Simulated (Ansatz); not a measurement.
# Sn3Te (I4/mmm) in Ansatz: reference runs

How does Sn3Te come out in PBEsol? The cell is run as given and disturbed.

Everything below comes from runs of Ansatz 0.2.0. Logs are shortened: lines on timing, memory, paths and dates and some standing lists are left out, and cuts for length are marked.

## Step 1: The structure

It takes space group I4/mmm (No. 139, tetragonal). Conventional cell: a = 4.602 Å, b = 4.602 Å, c = 11.033 Å, α = 90.00°, β = 90.00°, γ = 90.00°. Te (site symmetry 4/mmm) has 12 Sn at 3.25 to 3.59 Å as nearest neighbours. Sn (site symmetry 4/mmm) has 4 Te at 3.25 Å and 8 Sn at 3.59 Å as nearest neighbours. Around Sn (site symmetry -4m2) lie 8 Sn at 3.25 to 3.59 Å and 4 Te at 3.59 Å.

The cell comes from a database or a generator and needn't be the stable form of this composition.

## Step 2: Single point, PBEsol

File input.yaml:

```yaml
crystal:
  lattice:
    - [-2.300904, 2.300904, 5.516494]
    - [2.300904, -2.300904, 5.516494]
    - [2.300904, 2.300904, -5.516494]
  atoms:
    - { symbol: Te, position: [0.0, 0.0, 0.0] }
    - { symbol: Sn, position: [0.5, 0.5, 0.0] }
    - { symbol: Sn, position: [0.25, 0.75, 0.5] }
    - { symbol: Sn, position: [0.75, 0.25, 0.5] }
hamiltonian:
  xc: pbesol
  pseudopotentials: { kind: paw }
kpoints:
  mp_grid: { grid: [8, 8, 8] }
scf:
  occupations: { method: fermi_dirac, width: 0.05 }
output:
  forces: true
  stress: true
  eigenvalues: true
  write_density: true
  write_potential: true
  elf: true
  volumetric_format: npy
```

Potentials or basis: Ansatz PAW.

Command:

```console
$ ansatz run input.yaml --threads 2 --pin off --max-ram 5632MiB --backend cpu --events-out ev --progress --plain --runs-dir out
```

The program printed:

```text
Warning: RAYON_NUM_THREADS=2 ignored (pool sized by the plan → 2); use --threads N
Engine: ansatz 0.2.0, x86_64-unknown-linux-gnu
Pseudopotentials: kind: paw
Pseudopotential: Te, paw, valence charge 16, recommended cutoff 420 eV (normal), Te.paw.azcp
Pseudopotential: Sn, paw, valence charge 14, recommended cutoff 420 eV (normal), Sn.paw.azcp
Functional definition: PBEsol
  exchange = pbesol_x
  correlation = pbesol_c
Crystal: 4 atoms, lattice volume = 116.821 Å³
Basis set: ecut = 420 eV, 2315 PW (Γ), exchange–correlation on 90×90×90 points (8 copies of the dense FFT grid, shifted against one another)
Bands: 35, of which v1, the nominal top of the filled ones, is band 29 counted from 1 (28 counted from 0)
Symmetry: 16 space group operations
Space group: I4/mmm (ITA 139), of the structure as read, at distance tolerance 4.9e-5 Å
k-points: 59 of 512
Non-local potential: Te, projectors of the file, l = 0: 2, l = 1: 2, l = 2: 2, l = 3: 2
Non-local potential: Sn, projectors of the file, l = 0: 2, l = 1: 2, l = 2: 2, l = 3: 2
PAW form: soft (Blöchl's): semilocal exchange-correlation on the pseudo side does not see the compensation charge
PAW frozen core: Te, regenerated for the run's functional, and the local potential with it (the file was generated under x = pbe(κ = 0.804, μ = 0.2195149727645171), c = pbe(β = 0.06672455060314922))
PAW frozen core: Sn, regenerated for the run's functional, and the local potential with it (the file was generated under x = pbe(κ = 0.804, μ = 0.2195149727645171), c = pbe(β = 0.06672455060314922))
PAW one-centre angular grid: Te, 590 points (default); XC on 64 Gauss nodes
PAW one-centre angular grid: Sn, 590 points (default); XC on 64 Gauss nodes
Initial density: superposition of atomic densities (neutral atoms: chi_scale 0, normalization atom), corrected by the library's trained network
Initial wavefunctions: pseudopotential atomic-orbital guess
Functional: x = pbesol(κ = 0.804, μ = 0.12345679012345678), c = pbesol(β = 0.046)
SCF iter   1: F=—  HF=-24750.705950 eV  |F-HF|=—  |Δ(HF+E_count)|=         —  Δρ=2.69e-3  dr2=9.76e-3  ethr=1.77e-3  ⟨swp⟩=7.9  Hψ=9172  notcnv=0  defer=1
preconditioner: auto → Kerker (q_TF=auto, 2.428 Å⁻¹)  [metal: Δε(μ)=0.034 eV  Ē_g=17.517 eV  σ=0.050 eV  W_gap=0.17  n_scr=32 (ndim 8)  ℏωp=23.8 eV  f_vac=0.000  D(μ)=2.02/eV (n_scr^D=10)]
SCF iter   2: F=—  HF=-24750.699663 eV  |F-HF|=—  |Δ(HF+E_count)|=   6.29e-3  Δρ=1.54e-3  dr2=3.41e-3  ethr=1.68e-5  ⟨swp⟩=2.6  Hψ=3792  notcnv=0  defer=7
SCF iter   3: F=—  HF=-24750.698645 eV  |F-HF|=—  |Δ(HF+E_count)|=   1.02e-3  Δρ=3.61e-4  dr2=1.27e-4  ethr=5.87e-6  ⟨swp⟩=2.0  Hψ=3464  notcnv=0  defer=8
SCF iter   4: F=—  HF=-24750.698618 eV  |F-HF|=—  |Δ(HF+E_count)|=   2.68e-5  Δρ=2.54e-4  dr2=5.54e-5  ethr=2.18e-7  ⟨swp⟩=2.0  Hψ=3768  notcnv=0  defer=7
SCF iter   5: F=—  HF=-24750.698563 eV  |F-HF|=—  |Δ(HF+E_count)|=   5.47e-5  Δρ=8.67e-5  dr2=7.55e-6  ethr=9.55e-8  ⟨swp⟩=2.0  Hψ=3103  notcnv=0  defer=8
SCF iter   6: F=—  HF=-24750.698559 eV  |F-HF|=—  |Δ(HF+E_count)|=   4.14e-6  Δρ=1.19e-5  dr2=2.34e-7  ethr=1.30e-8  ⟨swp⟩=2.0  Hψ=3755  notcnv=0  defer=8
SCF iter   7: F=-24750.698559 eV  HF=-24750.698559 eV  |F-HF|=5.93e-9  |Δ(HF+E_count)|=   5.42e-8  Δρ=2.97e-6  dr2=1.82e-8  ethr=1.72e-10  ⟨swp⟩=12.3  Hψ=15540  notcnv=0
SCF 1 converged in 7 iterations: F = -24750.698559 eV  dr2 = 1.82e-8
SCF converged after 7 iterations
Free energy (F): -24750.698559 eV
Harris-Foulkes:  -24750.698559 eV  (|F-HF|=5.93e-9)
Internal energy: -24750.681592 eV  (E = F + TS)
E sigma→0 (E₀):  -24750.690076 eV
Entropy (-TS):   -0.016967 eV (-4.242 meV/atom)
Fermi energy:    10.073926 eV
--- Per-component energies (eV) ---
  E_band       = -520.818448
  E_kinetic    = 736.900576
  E_local      = -3713.165605  (includes V_loc(G=0)·N_el)
  E_nonlocal   = -401.206206
  E_hartree    = 2342.092253
  E_xc         = -1261.682926
  E_vxc        = -394.866692  (∫ρ·V_xc dr)
  E_paw        = -16772.783940  (= ΣΔE_a)
  E_vpaw       = -1432.664412  (= ΣTr[D̂ρ^β])
  E_aug_tail   = -0.000168  (compensation charges beyond the density's cutoff)
  E_ewald      = -5682.064910
  E_core_change = 1.229334  (= ΣΔE_core)
  E_smearing   = -0.016967  (= −TS)
  E_closure    = 0.000000  (closes the sum)
  Σ components = -24750.698559   (vs F -24750.698559, Δ=0.00e0)
--- Forces (eV/Å), atoms counted from 1 ---
  atom   1  Te     0.00000000     0.00000000     0.00000000
  atom   2  Sn     0.00000000     0.00000000     0.00000000
  atom   3  Sn    -0.00000000     0.00000000     0.00000000
  atom   4  Sn    -0.00000000    -0.00000000     0.00000000
  max |Σ_I F_I| component: 1.04e-17 eV/Å
--- Stress (GPa, compression-positive) ---
       -3.010272       0.000000       0.000000
        0.000000      -3.010272       0.000000
        0.000000       0.000000      -3.123459
  P = ⅓ Tr σ = -3.0480 GPa (-30.480 kbar)
--- Band table (eV; the first three rows and the last of 59) ---
  k-point 0: bands = ["-26.9948", "-26.9930", "-26.9879", "-26.9873", "-26.9873", "-11.5596", "-11.5325", "-11.4921", "-11.4886", "-11.4821", "-11.4821", "-11.4807", "-11.4807", "-11.4674", "-11.4618", "-11.4208", "-11.4045", "-11.4045", "-11.3334", "-11.2562", "-2.2319", "1.7193", "4.5534", "5.2964", "6.0055", "7.0083", "7.0083", "8.4658", "8.4658", "9.7379", "10.4671", "12.7304", "12.7304", "15.2504", "16.3329"]
  k-point 1: bands = ["-26.9948", "-26.9929", "-26.9879", "-26.9873", "-26.9873", "-11.5455", "-11.5180", "-11.4938", "-11.4933", "-11.4841", "-11.4824", "-11.4823", "-11.4684", "-11.4559", "-11.4551", "-11.4281", "-11.4146", "-11.4049", "-11.3419", "-11.2783", "-2.0763", "1.7326", "4.1456", "5.1979", "5.5140", "6.5056", "7.5533", "8.0113", "9.7706", "10.7834", "10.8766", "11.1233", "13.0372", "14.4931", "14.8496"]
  k-point 2: bands = ["-26.9949", "-26.9925", "-26.9877", "-26.9874", "-26.9874", "-11.5367", "-11.5059", "-11.4919", "-11.4883", "-11.4865", "-11.4860", "-11.4525", "-11.4512", "-11.4458", "-11.4435", "-11.4429", "-11.4230", "-11.4085", "-11.3624", "-11.3199", "-1.6646", "1.7332", "3.9477", "4.1855", "5.6831", "5.9762", "6.7341", "7.9076", "10.5085", "11.6813", "11.8622", "12.1386", "12.2284", "13.6270", "13.8888"]
  k-point 58: bands = ["-26.9948", "-26.9930", "-26.9879", "-26.9873", "-26.9873", "-11.5572", "-11.5295", "-11.5241", "-11.5241", "-11.5040", "-11.4973", "-11.4910", "-11.4334", "-11.4224", "-11.4224", "-11.4199", "-11.4199", "-11.4090", "-11.3337", "-11.2562", "-1.8679", "0.5323", "3.8722", "5.8478", "6.3556", "6.3556", "9.0097", "9.9251", "9.9251", "10.5882", "11.6073", "12.0654", "13.5494", "13.5494", "14.0721"]
```

Run time: 4.3 s. Hardware: 2 threads of Intel Xeon 6975P-C (Granite Rapids), shared host; peak memory 0.59 GiB.

Results:

- Free energy: -24750.6986 eV
- Pressure: -3.0 GPa
- Band gap on the k mesh: none (metal or under the smearing width)

Levels at points of the mesh, in eV from the Fermi level:
```csv
k point,band 26,band 27,band 28,band 29,band 30,band 31,band 32,band 33
"(0.00, 0.00, 0.00)",-3.07,-3.07,-1.61,-1.61,-0.34,0.39,2.66,2.66
"(0.00, 0.00, -0.50)",-4.63,-3.18,-2.45,-1.56,-0.49,2.54,2.66,4.82
"(0.00, -0.50, 0.00)",-2.23,-1.90,-0.87,-0.64,0.67,1.04,1.06,1.23
"(-0.50, -0.50, -0.50)",-3.72,-1.06,-0.15,-0.15,0.51,1.53,1.99,3.48
```

Caveat: the PAW data sets come from PBE, with cores solved anew for the run's functional, which leaves a small shift of forces and pressure. The run has no spin-orbit coupling, so splittings on Te are missing.

## Step 3: Single point, PBEsol (atoms moved at random, drawn with an rms of 0.05 Å)

File input.yaml:

```yaml
crystal:
  lattice:
    - [-2.300904, 2.300904, 5.516494]
    - [2.300904, -2.300904, 5.516494]
    - [2.300904, 2.300904, -5.516494]
  atoms:
    - { symbol: Te, position: [0.00135, -0.014459, -0.00963] }
    - { symbol: Sn, position: [0.488308, 0.495123, -0.011284] }
    - { symbol: Sn, position: [0.253285, 0.757309, 0.502229] }
    - { symbol: Sn, position: [0.757875, 0.244694, 0.490573] }
hamiltonian:
  xc: pbesol
  pseudopotentials: { kind: paw }
kpoints:
  mp_grid: { grid: [8, 8, 8] }
scf:
  occupations: { method: fermi_dirac, width: 0.05 }
output:
  forces: true
  stress: true
  eigenvalues: true
```

Potentials or basis: Ansatz PAW.

Command:

```console
$ ansatz run input.yaml --threads 2 --pin off --max-ram 5632MiB --backend cpu --events-out ev --progress --plain --runs-dir out
```

Wall time 21 s (2 threads of Intel Xeon 6975P-C (Granite Rapids), shared host); peak memory 1 GiB.

Results (log left out):

| Property | Result |
| --- | --- |
| Free energy | -24750.6874 eV |
| Pressure | -2.9 GPa |
| Largest force | 0.111 eV/Å |
| Band gap on the k mesh | none (metal or under the smearing width) |

Forces in eV/Å, atoms in the order of the input:
```
Te   0.044 -0.070  0.073
Sn  -0.056  0.059  0.076
Sn  -0.063  0.025 -0.078
Sn   0.076 -0.014 -0.071
```

Stress tensor (GPa, compression positive):
```
-2.85 -0.04  0.09
-0.04 -2.87  0.02
 0.09  0.02 -2.98
```

Levels at points of the mesh, in eV from the Fermi level:
```csv
k point,band 27,band 28,band 29,band 30,band 31,band 32
"(0.00, 0.00, 0.00)",-3.08,-1.60,-1.58,-0.34,0.38,2.65
"(0.00, 0.00, -0.50)",-3.18,-2.46,-1.53,-0.47,2.55,2.67
"(0.00, -0.50, 0.00)",-1.81,-0.89,-0.72,0.60,1.08,1.22
"(0.00, -0.50, -0.50)",-1.91,-0.90,-0.60,0.63,0.99,1.04
"(-0.50, 0.00, 0.00)",-1.88,-0.90,-0.63,0.62,1.03,1.05
"(-0.50, 0.00, -0.50)",-1.93,-0.92,-0.58,0.62,0.93,0.99
"(-0.50, -0.50, 0.00)",-3.18,-2.46,-1.53,-0.48,2.54,2.68
"(-0.50, -0.50, -0.50)",-1.08,-0.16,-0.14,0.53,1.53,1.98
```

Caveat: the PAW data sets come from PBE, with cores solved anew for the run's functional, which leaves a small shift of forces and pressure. Spin-orbit coupling is left out, which matters for the levels of Te.
